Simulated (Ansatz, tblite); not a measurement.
**SnEt3Br (C₆H₁₅BrSn): a ladder of methods and basis sets**

Aim: run the singlet of SnEt3Br (C₆H₁₅BrSn) at one geometry on many levels, and compare frontier levels, spin and run time.

Method: as each input shows; program: Ansatz 0.2.0, Gaussian basis.

Levels to be run: GFN1-xTB, GFN2-xTB, PBE-D4/def2-TZVP, r2SCAN-D4/def2-TZVP, r2SCANh-D4/def2-TZVP, B97M-V/def2-TZVP, PBE-D4/def2-SVP, PBE0-D4/def2-SVP, MP2/def2-SVP.

2 further runs of the same task are left out: 2 set aside as unsound or not needed. Runs told in other sessions of the task aren't counted.

## 1. The geometry

The singlet was relaxed beforehand with PBE-D4/def2-SVP.

23 atoms, charge 0, spin multiplicity 1.

Bond lengths: Sn1–C2 2.188 Å, Sn1–C9 2.188 Å, Sn1–C16 2.189 Å, Sn1–Br23 2.564 Å, C2–C3 1.528 Å, C2–H4 1.110 Å, C2–H5 1.111 Å, C3–H6 1.112 Å, C3–H7 1.109 Å, C3–H8 1.110 Å, C9–C10 1.528 Å, C9–H11 1.110 Å, C9–H12 1.111 Å, C10–H13 1.112 Å, C10–H14 1.109 Å, C10–H15 1.110 Å, C16–C17 1.528 Å, C16–H18 1.110 Å and more. Angles: C2–Sn1–C9 114.5°, C2–Sn1–C16 114.8°, C2–Sn1–Br23 103.9°, C9–Sn1–C16 114.4°, C9–Sn1–Br23 103.3°, C16–Sn1–Br23 103.9°, Sn1–C2–C3 113.0°, Sn1–C2–H4 106.1°, Sn1–C2–H5 106.8°, C3–C2–H4 111.6°, C3–C2–H5 111.9°, H4–C2–H5 107.1°, C2–C3–H6 111.4°, C2–C3–H7 111.4°, C2–C3–H8 111.9°, H6–C3–H7 107.5°, H6–C3–H8 107.1°, H7–C3–H8 107.3° and more.

Sn takes a core potential in the def2 sets. No spin-orbit coupling is included.

PBE0-D4/def2-TZVP was run before; its log isn't repeated, and its numbers join the tables.

## 2. GFN1-xTB

Tight binding, by tblite at 300 K electronic temperature and without a spin-polarisation term:

```python
tblite.interface.Calculator('GFN1-xTB', numbers, positions, charge=0, uhf=0).singlepoint()
```

Energy -739.3897 eV, HOMO -11.22 eV, LUMO -7.16 eV; 0.016 s.

## 3. GFN2-xTB

Tight binding, by tblite at 300 K electronic temperature and without a spin-polarisation term:

```python
tblite.interface.Calculator('GFN2-xTB', numbers, positions, charge=0, uhf=0).singlepoint()
```

Energy -725.8404 eV, HOMO -10.64 eV, LUMO -7.06 eV; 0.012 s.

## 4. PBE-D4/def2-TZVP

start.molden holds the orbitals of an earlier run on this state, given as this run's starting guess.

The input, in.yaml:

```yaml
crystal:
  periodic: [false, false, false]
  atoms:
    - {symbol: Sn, position_ang: [-0.021451, -0.035609, 0.014739]}
    - {symbol: C, position_ang: [-0.332742, -0.111008, 2.179249]}
    - {symbol: C, position_ang: [0.071804, -1.450634, 2.793645]}
    - {symbol: H, position_ang: [-1.409187, 0.104650, 2.343803]}
    - {symbol: H, position_ang: [0.240163, 0.735345, 2.615757]}
    - {symbol: H, position_ang: [-0.136231, -1.474621, 3.885243]}
    - {symbol: H, position_ang: [-0.482085, -2.292245, 2.329597]}
    - {symbol: H, position_ang: [1.154738, -1.656265, 2.663426]}
    - {symbol: C, position_ang: [2.047966, -0.359192, -0.617106]}
    - {symbol: C, position_ang: [2.181001, -0.561982, -2.126139]}
    - {symbol: H, position_ang: [2.405623, -1.246266, -0.053596]}
    - {symbol: H, position_ang: [2.637583, 0.513345, -0.262116]}
    - {symbol: H, position_ang: [3.233940, -0.768710, -2.416101]}
    - {symbol: H, position_ang: [1.565817, -1.416555, -2.475379]}
    - {symbol: H, position_ang: [1.856616, 0.334314, -2.695051]}
    - {symbol: C, position_ang: [-1.028916, 1.622277, -0.999554]}
    - {symbol: C, position_ang: [-2.552963, 1.521265, -0.948183]}
    - {symbol: H, position_ang: [-0.655497, 1.617277, -2.044849]}
    - {symbol: H, position_ang: [-0.659549, 2.557090, -0.525739]}
    - {symbol: H, position_ang: [-3.031987, 2.353696, -1.507464]}
    - {symbol: H, position_ang: [-2.910382, 0.569569, -1.391513]}
    - {symbol: H, position_ang: [-2.936781, 1.563227, 0.092322]}
    - {symbol: Br, position_ang: [-1.237482, -2.118990, -0.854980]}
basis:
  gaussian: {orbitals: def2-TZVP, initial_orbitals: start.molden}
hamiltonian: {xc: pbe, dispersion: d4}
scf: {omitted_lower_state_checks: [starts]}
output: {orbitals: {seedname: orbitals}}
```

On the command line:

```console
$ ansatz run in.yaml --threads 4 --pin off --events-out ev --progress --plain --max-ram 6963MiB
```

What it wrote:

```text
Functional definition: PBE
  name "PBE"
  cite "Perdew, Burke & Ernzerhof, Phys. Rev. Lett. 77, 3865 (1996) doi:10.1103/PhysRevLett.77.3865"
  parent pbe
  parameter kappa = 0.804
  parameter beta = 0.06672455060314922
  exchange = pbe_x(kappa = kappa, mu = beta*pi^2/3)
  correlation = pbe_c(beta = beta)
these checks for a lower state are left out or cut short: starts
2504 factors; their error is unknown
mean field evaluation 1: about -82328.6683 eV, gradient 1.3e1 eV
mean field evaluation 2: about -82328.8567 eV, gradient 2.0e-1 eV
mean field evaluation 4: about -82328.7679 eV, gradient 1.0e-3 eV
mean field -82328.76794178 eV, -3025.5264174172 hartree, gradient 2.6e-5 eV, S^2 0.000000; 0 other end points of the search recorded, 0 dependent functions left out
reference -82328.76800558 eV, -3025.5264197618 hartree; 54, 54 occupied and 320, 320 virtual orbitals, 2504 factors
Total energy: -82329.36844454 eV, -3025.5484854865 hartree
Checks for a lower state left out: starts
```

It took 3.9 s on 4 threads of Intel Xeon 6975P-C, shared host; peak memory 0.81 GiB.

Report: HOMO -6.13 eV, LUMO -1.14 eV.

## 5. r2SCAN-D4/def2-TZVP

Changes to in.yaml since step 4:

```diff
@@ -28,4 +28,4 @@
   gaussian: {orbitals: def2-TZVP, initial_orbitals: start.molden}
-hamiltonian: {xc: pbe, dispersion: d4}
+hamiltonian: {xc: r2scan, dispersion: d4}
 scf: {omitted_lower_state_checks: [starts]}
-output: {orbitals: {seedname: orbitals}}
+output: {forces: true, orbitals: {seedname: orbitals}}
```

Launched as before.

What it wrote, shortened:

```text
Functional definition: r2SCAN
  name "r2SCAN"
  cite "Furness, Kaplan, Ning, Perdew & Sun, J. Phys. Chem. Lett. 11, 8208 (2020) doi:10.1021/acs.jpclett.0c02405"
  cite "Furness, Kaplan, Ning, Perdew & Sun, J. Phys. Chem. Lett. 11, 9248 (2020) doi:10.1021/acs.jpclett.0c03077"
  parent r2scan
[...]
2504 factors; their error is unknown
[...]
mean field -82346.47199500 eV, -3026.1770293728 hartree, gradient 2.7e-5 eV, S^2 0.000000; 0 other end points of the search recorded, 0 dependent functions left out
[...]
reference -82346.47201248 eV, -3026.1770300152 hartree; 54, 54 occupied and 320, 320 virtual orbitals, 2504 factors
Total energy: -82346.63867430 eV, -3026.1831547243 hartree
Atom 0 at    -0.021451    -0.035609     0.014739 Å, force    -0.047915    -0.092781    -0.041843 eV/Å
Atom 1 at    -0.332742    -0.111008     2.179249 Å, force    -0.169485     0.368889     0.005748 eV/Å
[...]
Atom 14 at     1.856616     0.334314    -2.695051 Å, force     0.144412    -0.418225     0.284328 eV/Å
Atom 15 at    -1.028916     1.622277    -0.999554 Å, force     0.351402     0.156973    -0.120280 eV/Å
Atom 16 at    -2.552963     1.521265    -0.948183 Å, force    -0.420432    -0.038157     0.012079 eV/Å
Atom 17 at    -0.655497     1.617277    -2.044849 Å, force    -0.195297     0.007499     0.488329 eV/Å
Atom 18 at    -0.659549     2.557090    -0.525739 Å, force    -0.184347    -0.428940    -0.219772 eV/Å
Atom 19 at    -3.031987     2.353696    -1.507464 Å, force     0.238540    -0.384140     0.259095 eV/Å
Atom 20 at    -2.910382     0.569569    -1.391513 Å, force     0.179205     0.463711     0.210344 eV/Å
Atom 21 at    -2.936781     1.563227     0.092322 Å, force     0.199720    -0.021686    -0.478532 eV/Å
Atom 22 at    -1.237482    -2.118990    -0.854980 Å, force     0.155076     0.259421     0.109829 eV/Å
Dipole moment:     0.347953     0.597405     0.250289 e Å
Checks for a lower state left out: starts
```

Run time: 8 s. Hardware: 4 threads of Intel Xeon 6975P-C, shared host; peak memory 0.86 GiB.

Report: HOMO -6.38 eV, LUMO -0.87 eV.

## 6. r2SCANh-D4/def2-TZVP

Changes to in.yaml since step 5:

```diff
@@ -28,4 +28,4 @@
   gaussian: {orbitals: def2-TZVP, initial_orbitals: start.molden}
-hamiltonian: {xc: r2scan, dispersion: d4}
+hamiltonian: {xc: {name: r2SCANh}, dispersion: d4}
 scf: {omitted_lower_state_checks: [starts]}
-output: {forces: true, orbitals: {seedname: orbitals}}
+output: {orbitals: {seedname: orbitals}}
```

Same command.

What it wrote, shortened:

```text
Functional definition: r2SCANh
  name "r2SCANh"
  cite "Bursch, Neugebauer, Ehlert & Grimme, J. Chem. Phys. 156, 134105 (2022) doi:10.1063/5.0086040"
  cite "Furness, Kaplan, Ning, Perdew & Sun, J. Phys. Chem. Lett. 11, 8208 (2020) doi:10.1021/acs.jpclett.0c02405"
  cite "Furness, Kaplan, Ning, Perdew & Sun, J. Phys. Chem. Lett. 11, 9248 (2020) doi:10.1021/acs.jpclett.0c03077"
  parent r2scan
[...]
2534 factors; their error is unknown
[...]
mean field -82345.93254558 eV, -3026.1572049722 hartree, gradient 2.3e-5 eV, S^2 0.000000; 0 other end points of the search recorded, 0 dependent functions left out
reference -82345.93256160 eV, -3026.1572055610 hartree; 54, 54 occupied and 320, 320 virtual orbitals, 2534 factors
Total energy: -82346.11159904 eV, -3026.1637850656 hartree
Checks for a lower state left out: starts
```

Wall time 10 s (4 threads of Intel Xeon 6975P-C, shared host); peak memory 2.2 GiB.

HOMO -6.81 eV, LUMO -0.56 eV.

## 7. B97M-V/def2-TZVP

Changes to in.yaml since step 6:

```diff
@@ -28,3 +28,3 @@
   gaussian: {orbitals: def2-TZVP, initial_orbitals: start.molden}
-hamiltonian: {xc: {name: r2SCANh}, dispersion: d4}
+hamiltonian: {xc: {name: B97M-V}}
 scf: {omitted_lower_state_checks: [starts]}
```

The command is unchanged.

What it wrote, shortened:

```text
Functional definition: B97M-V
  name "B97M-V"
  cite "Mardirossian & Head-Gordon, J. Chem. Phys. 142, 074111 (2015) doi:10.1063/1.4907719"
  cite "Becke, J. Chem. Phys. 107, 8554 (1997) doi:10.1063/1.475007"
  cite "Vydrov & Van Voorhis, J. Chem. Phys. 133, 244103 (2010) doi:10.1063/1.3521275"
  # Of w^i u^j: cxij and so on, Table III.
[...]
  gx(w, u) = cx00 + cx01*u + cx02*u^2 + (cx10 + cx11*u)*w
  gss(w, u) = css00 + css02*u^2 + css10*w + (css32*w^3 + css42*w^4)*u^2
  gos(w, u) = cos00 + cos01*u + cos03*u^3 + cos10*w + cos32*w^3*u^2
[...]
      + integral(e_c_pw_mod_opposite_spin*gos(b97_w_opposite, b97_u_opposite)) + vv10(b, c)
[...]
2504 factors; their error is unknown
[...]
mean field -82336.33183463 eV, -3025.8043853524 hartree, gradient 2.3e-5 eV, S^2 0.000000; 0 other end points of the search recorded, 0 dependent functions left out
reference -82336.33192239 eV, -3025.8043885774 hartree; 54, 54 occupied and 320, 320 virtual orbitals, 2504 factors
Total energy: -82336.33192239 eV, -3025.8043885774 hartree
Checks for a lower state left out: starts
```

It took 14 s on 4 threads of Intel Xeon 6975P-C, shared host; peak memory 1 GiB.

HOMO -6.47 eV, LUMO -0.86 eV.

## 8. PBE-D4/def2-SVP

Changes to in.yaml since step 7:

```diff
@@ -27,4 +27,4 @@
 basis:
-  gaussian: {orbitals: def2-TZVP, initial_orbitals: start.molden}
-hamiltonian: {xc: {name: B97M-V}}
+  gaussian: {orbitals: def2-SVP, initial_orbitals: start.molden}
+hamiltonian: {xc: pbe, dispersion: d4}
 scf: {omitted_lower_state_checks: [starts]}
```

Launched as before.

What it wrote:

```text
Functional definition: PBE
  name "PBE"
  cite "Perdew, Burke & Ernzerhof, Phys. Rev. Lett. 77, 3865 (1996) doi:10.1103/PhysRevLett.77.3865"
  parent pbe
  parameter kappa = 0.804
  parameter beta = 0.06672455060314922
  exchange = pbe_x(kappa = kappa, mu = beta*pi^2/3)
  correlation = pbe_c(beta = beta)
these checks for a lower state are left out or cut short: starts
2454 factors; their error is unknown
mean field evaluation 1: about -82312.6476 eV, gradient 2.2e1 eV
mean field evaluation 2: about -82313.0249 eV, gradient 4.5e-1 eV
mean field evaluation 4: about -82312.8967 eV, gradient 1.4e-3 eV
mean field -82312.89672766 eV, -3024.9431610560 hartree, gradient 8.8e-6 eV, S^2 0.000000; 0 other end points of the search recorded, 0 dependent functions left out
reference -82312.89677596 eV, -3024.9431628313 hartree; 54, 54 occupied and 163, 163 virtual orbitals, 2454 factors
Total energy: -82313.49721492 eV, -3024.9652285560 hartree
Checks for a lower state left out: starts
```

Run time: 2 s. Hardware: 4 threads of Intel Xeon 6975P-C, shared host.

HOMO -5.98 eV, LUMO -0.89 eV.

## 9. PBE0-D4/def2-SVP

Changes to in.yaml since step 8:

```diff
@@ -28,3 +28,3 @@
   gaussian: {orbitals: def2-SVP, initial_orbitals: start.molden}
-hamiltonian: {xc: pbe, dispersion: d4}
+hamiltonian: {xc: pbe0, dispersion: d4}
 scf: {omitted_lower_state_checks: [starts]}
```

Launched as before.

What it wrote:

```text
Functional definition: PBE0
  name "PBE0"
  cite "Adamo & Barone, J. Chem. Phys. 110, 6158 (1999) doi:10.1063/1.478522"
  cite "Perdew, Burke & Ernzerhof, Phys. Rev. Lett. 77, 3865 (1996) doi:10.1103/PhysRevLett.77.3865"
  parent pbe
  parameter a = 0.25
  parameter kappa = 0.804
  parameter beta = 0.06672455060314922
  exchange = (1 - a)*pbe_x(kappa = kappa, mu = beta*pi^2/3) + a*exact_x
  correlation = pbe_c(beta = beta)
these checks for a lower state are left out or cut short: starts
2567 factors; their error is unknown
mean field evaluation 1: about -82316.6784 eV, gradient 2.1e1 eV
mean field evaluation 2: about -82316.9086 eV, gradient 3.1e-1 eV
mean field evaluation 4: about -82317.1546 eV, gradient 5.6e-4 eV
mean field -82317.15461972 eV, -3025.0996357034 hartree, gradient 1.9e-5 eV, S^2 0.000000; 0 other end points of the search recorded, 0 dependent functions left out
reference -82317.15465814 eV, -3025.0996371153 hartree; 54, 54 occupied and 163, 163 virtual orbitals, 2567 factors
Total energy: -82317.67871926 eV, -3025.1188960060 hartree
Checks for a lower state left out: starts
```

Wall time 3.6 s (4 threads of Intel Xeon 6975P-C, shared host); peak memory 1.2 GiB.

HOMO -7.21 eV, LUMO -0.01 eV.

## 10. MP2/def2-SVP

Changes to in.yaml since step 9:

```diff
@@ -28,3 +28,3 @@
   gaussian: {orbitals: def2-SVP, initial_orbitals: start.molden}
-hamiltonian: {xc: pbe0, dispersion: d4}
+correlation: {method: mp2}
 scf: {omitted_lower_state_checks: [starts]}
```

The command is unchanged.

What it wrote:

```text
Functional definition: HF
  name "HF"
  cite "Fock, Z. Phys. 61, 126 (1930) doi:10.1007/BF01340294"
  parent pbe
  exchange = exact_x
  correlation = 0
these checks for a lower state are left out or cut short: starts
2316 factors; integrals over basis functions are off by at most 1.3e-3 eV
mean field evaluation 1: about -82211.3004 eV, gradient 3.2e1 eV
mean field evaluation 2: about -82212.5171 eV, gradient 1.2e0 eV
mean field evaluation 4: about -82212.7257 eV, gradient 5.2e-1 eV
mean field evaluation 8: about -82212.7265 eV, gradient 9.9e-6 eV
mean field -82212.72651378 eV, -3021.2619735939 hartree, gradient 9.9e-6 eV, S^2 0.000000; 0 other end points of the search recorded, 0 dependent functions left out
19 core orbitals not correlated: weight in the atoms' cores, before any rotation towards them, 1.000 or more for the frozen orbitals, at most 0.000 for the correlated occupied ones
reference -82212.72651378 eV, -3021.2619735939 hartree; 35, 35 occupied and 163, 163 virtual orbitals, 2316 factors
second order -33.21526047 eV of doubles, -0.00000000 eV of singles
Total energy: -82245.94177425 eV, -3022.4826119021 hartree
Checks for a lower state left out: starts
```

Run time: 3.6 s. Hardware: 4 threads of Intel Xeon 6975P-C, shared host; peak memory 0.73 GiB.

Hartree-Fock HOMO -9.94 eV, LUMO 3.32 eV.

## 11. Levels side by side

```
               level  functions  HOMO (eV)  LUMO (eV)  gap (eV)   time
     PBE-D4/def2-SVP        217      -5.98      -0.89      5.09    2 s
    PBE-D4/def2-TZVP        374      -6.13      -1.14      4.99  3.9 s
 r2SCAN-D4/def2-TZVP        374      -6.38      -0.87      5.51    8 s
    B97M-V/def2-TZVP        374      -6.47      -0.86      5.61   14 s
r2SCANh-D4/def2-TZVP        374      -6.81      -0.56      6.25   10 s
    PBE0-D4/def2-SVP        217      -7.21      -0.01      7.20  3.6 s
   PBE0-D4/def2-TZVP        374      -7.29      -0.24      7.05    8 s
```

The pieces so far (eV):

```
   basis           HF  MP2 correlation              total
def2-SVP  -82212.7265         -33.2153  -82245.9418 (MP2)
```

## 12. Binding energy

Free atoms were run apart at each level; binding is atoms less cluster, divided by the number of atoms, without zero-point or spin-orbit terms.

```
               level  binding an atom (eV)
         HF/def2-SVP                 2.938
     PBE-D4/def2-SVP                 3.936
    PBE-D4/def2-TZVP                 3.914
 r2SCAN-D4/def2-TZVP                 3.861
    B97M-V/def2-TZVP                 3.855
r2SCANh-D4/def2-TZVP                 3.847
    PBE0-D4/def2-SVP                 3.901
   PBE0-D4/def2-TZVP                 3.874
        MP2/def2-SVP                 3.715
```

## 13. What came out

```
                                                 quantity                                  value
gap in def2-TZVP, named functionals, smallest and largest    4.99 eV (PBE-D4), 7.05 eV (PBE0-D4)
                         correlation energy, MP2/def2-SVP                              -33.22 eV
                binding an atom, functionals in def2-TZVP  3.85 (r2SCANh-D4) to 3.91 eV (PBE-D4)
          PBE0 total energy, smallest basis above largest         15.61 eV (def2-SVP, def2-TZVP)
```

In words: Over the named functionals in def2-TZVP the gap runs from 4.99 eV (PBE-D4) to 7.05 eV (PBE0-D4); exact exchange widens it.

The slowest run with a step of its own, B97M-V/def2-TZVP, took 14 s; the quickest functional in def2-TZVP took 3.9 s (shared host).
